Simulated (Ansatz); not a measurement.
# C₇H₂₀Si₂: a ladder of functionals

The task here is to estimate one member of a computed series from the others.

Program: Ansatz 0.2.0, Gaussian basis. Level of theory: functionals in def2-TZVPP. These are calculated values, not measurements.

The runs, in order: LDA (SPW92), PBE-D4, revPBE-D4, BLYP-D4, r2SCAN-D4, B97M-V, PBE0-D4, B3LYP-D4, r2SCANh-D4, r2SCAN0-D4, HSE06-D4, BHLYP-D4, CAM-B3LYP-D4, LC-ωPBE, ωB97X-V, ωB97M-V, B2PLYP, PBE-QIDH.

**The relaxed structure**

An earlier PBE0-D4 in a triple-zeta def2 set relaxation fixed the geometry.

SMILES `C[Si](C)(C)C[Si](C)(C)C`, 29 atoms, charge 0, spin multiplicity 1.

Atoms are counted from 1 here; the program's logs count them from 0.

Bond lengths: C1–Si2 1.877 Å, C1–H10 1.094 Å, C1–H11 1.094 Å, C1–H12 1.094 Å, Si2–C3 1.876 Å, Si2–C4 1.877 Å, Si2–C5 1.877 Å, C3–H13 1.094 Å, C3–H14 1.094 Å, C3–H15 1.092 Å, C4–H16 1.093 Å, C4–H17 1.093 Å, C4–H18 1.094 Å, C5–Si6 1.877 Å, C5–H19 1.098 Å, C5–H20 1.098 Å, Si6–C7 1.876 Å, Si6–C8 1.877 Å and more. Angles: Si2–C1–H10 111.1°, Si2–C1–H11 111.3°, Si2–C1–H12 111.1°, H10–C1–H11 107.8°, H10–C1–H12 107.7°, H11–C1–H12 107.8°, C1–Si2–C3 108.6°, C1–Si2–C4 108.4°, C1–Si2–C5 108.9°, C3–Si2–C4 109.2°, C3–Si2–C5 109.9°, C4–Si2–C5 111.7°, Si2–C3–H13 110.6°, Si2–C3–H14 110.9°, Si2–C3–H15 111.9°, H13–C3–H14 107.6°, H13–C3–H15 107.8°, H14–C3–H15 107.8° and more.

As a file:

| atom | x (Å) | y (Å) | z (Å) |
| --- | --- | --- | --- |
| C1 | -3.1662 | -0.3833 | -0.9388 |
| Si2 | -1.5739 | -0.4509 | 0.0534 |
| C3 | -1.3504 | -2.1941 | 0.7101 |
| C4 | -1.7233 | 0.7398 | 1.4969 |
| C5 | -0.1392 | -0.0026 | -1.0709 |
| Si6 | 1.5313 | 0.4485 | -0.3433 |
| C7 | 1.4792 | 2.1943 | 0.3418 |
| C8 | 2.0375 | -0.7366 | 1.0218 |
| C9 | 2.8244 | 0.3753 | -1.7022 |
| H10 | -3.3504 | 0.6252 | -1.3197 |
| H11 | -4.0267 | -0.6717 | -0.3286 |
| H12 | -3.1233 | -1.0596 | -1.7970 |
| H13 | -2.2026 | -2.4844 | 1.3310 |
| H14 | -1.2778 | -2.9143 | -0.1097 |
| H15 | -0.4476 | -2.2882 | 1.3176 |
| H16 | -0.8568 | 0.6864 | 2.1609 |
| H17 | -1.8190 | 1.7733 | 1.1534 |
| H18 | -2.6102 | 0.5047 | 2.0923 |
| H19 | 0.0049 | -0.8482 | -1.7561 |
| H20 | -0.4506 | 0.8412 | -1.7004 |
| H21 | 0.7582 | 2.2910 | 1.1566 |
| H22 | 2.4600 | 2.4866 | 0.7273 |
| H23 | 1.2022 | 2.9115 | -0.4361 |
| H24 | 1.3645 | -0.6801 | 1.8812 |
| H25 | 3.0449 | -0.4993 | 1.3755 |
| H26 | 2.0449 | -1.7715 | 0.6694 |
| H27 | 2.5682 | 1.0483 | -2.5252 |
| H28 | 3.8103 | 0.6652 | -1.3281 |
| H29 | 2.9073 | -0.6348 | -2.1129 |

The first run:

in.yaml reads:

```yaml
crystal:
  periodic: [false, false, false]
  atoms:
    - {symbol: C, position_ang: [-3.166151, -0.383268, -0.938818]}
    - {symbol: Si, position_ang: [-1.573884, -0.450926, 0.053364]}
    - {symbol: C, position_ang: [-1.350401, -2.194125, 0.710149]}
    - {symbol: C, position_ang: [-1.723286, 0.739801, 1.496932]}
    - {symbol: C, position_ang: [-0.139191, -0.002585, -1.070860]}
    - {symbol: Si, position_ang: [1.531275, 0.448499, -0.343269]}
    - {symbol: C, position_ang: [1.479187, 2.194348, 0.341839]}
    - {symbol: C, position_ang: [2.037503, -0.736564, 1.021805]}
    - {symbol: C, position_ang: [2.824427, 0.375346, -1.702215]}
    - {symbol: H, position_ang: [-3.350369, 0.625179, -1.319715]}
    - {symbol: H, position_ang: [-4.026656, -0.671718, -0.328593]}
    - {symbol: H, position_ang: [-3.123348, -1.059634, -1.797038]}
    - {symbol: H, position_ang: [-2.202628, -2.484405, 1.331024]}
    - {symbol: H, position_ang: [-1.277822, -2.914287, -0.109745]}
    - {symbol: H, position_ang: [-0.447622, -2.288215, 1.317626]}
    - {symbol: H, position_ang: [-0.856755, 0.686381, 2.160934]}
    - {symbol: H, position_ang: [-1.818962, 1.773346, 1.153395]}
    - {symbol: H, position_ang: [-2.610160, 0.504680, 2.092277]}
    - {symbol: H, position_ang: [0.004859, -0.848226, -1.756066]}
    - {symbol: H, position_ang: [-0.450618, 0.841235, -1.700434]}
    - {symbol: H, position_ang: [0.758233, 2.291023, 1.156571]}
    - {symbol: H, position_ang: [2.460030, 2.486638, 0.727253]}
    - {symbol: H, position_ang: [1.202216, 2.911456, -0.436072]}
    - {symbol: H, position_ang: [1.364547, -0.680066, 1.881201]}
    - {symbol: H, position_ang: [3.044936, -0.499334, 1.375466]}
    - {symbol: H, position_ang: [2.044926, -1.771534, 0.669448]}
    - {symbol: H, position_ang: [2.568208, 1.048304, -2.525207]}
    - {symbol: H, position_ang: [3.810344, 0.665192, -1.328060]}
    - {symbol: H, position_ang: [2.907263, -0.634843, -2.112893]}
basis:
  gaussian: {orbitals: def2-TZVPP}
hamiltonian: {xc: lda}
output: {orbitals: {seedname: orbitals}}
```

Among the steps run: LDA; PBE-D4 (GGA); revPBE-D4 (GGA); BLYP-D4 (GGA); r2SCAN-D4 (meta-GGA); B97M-V (meta-GGA); PBE0-D4 (hybrid); B3LYP-D4 (hybrid); r2SCANh-D4 (hybrid); r2SCAN0-D4 (hybrid); HSE06-D4 (hybrid); BHLYP-D4 (hybrid); CAM-B3LYP-D4 (range-separated); LC-ωPBE (range-separated); ωB97X-V (range-separated); ωB97M-V (range-separated); B2PLYP (double hybrid); PBE-QIDH (double hybrid).

One of the session's tables, all rows but one given; the rest of the session is left out.

It belongs to the step «Orbital energies across the functionals». 

| functional | HOMO (eV) | LUMO (eV) | gap (eV) |
| --- | --- | --- | --- |
| LDA (SPW92) | -6.59 | -0.24 | 6.34 |
| PBE-D4 | -6.47 | -0.04 | 6.43 |
| revPBE-D4 | -6.42 | 0.08 | 6.50 |
| BLYP-D4 | ? | ? | ? |
| r2SCAN-D4 | -6.73 | 0.62 | 7.36 |
| B97M-V | -6.81 | 0.01 | 6.82 |
| PBE0-D4 | -7.72 | 0.71 | 8.43 |
| B3LYP-D4 | -7.53 | 0.40 | 7.93 |
| r2SCANh-D4 | -7.20 | 0.84 | 8.03 |
| r2SCAN0-D4 | -7.89 | 1.14 | 9.03 |
| HSE06-D4 | -7.32 | 0.35 | 7.67 |
| BHLYP-D4 | -8.92 | 1.29 | 10.20 |
| CAM-B3LYP-D4 | -9.08 | 1.46 | 10.54 |
| LC-ωPBE | -10.39 | 2.76 | 13.15 |
| ωB97X-V | -10.06 | 2.47 | 12.54 |
| ωB97M-V | -9.92 | 2.06 | 11.98 |

Estimate the missing values for BLYP-D4.

Worked estimate for «HOMO (eV)». Against the share of exact exchange, B3LYP-D4 (0.2, -7.53), BHLYP-D4 (0.5, -8.92) give a slope of -4.63 per unit share; at 0 the line stands at -6.60.

As computed: HOMO (eV): -6.36; LUMO (eV): -0.03; gap (eV): 6.34. In «HOMO (eV)» the line misses by -0.24.
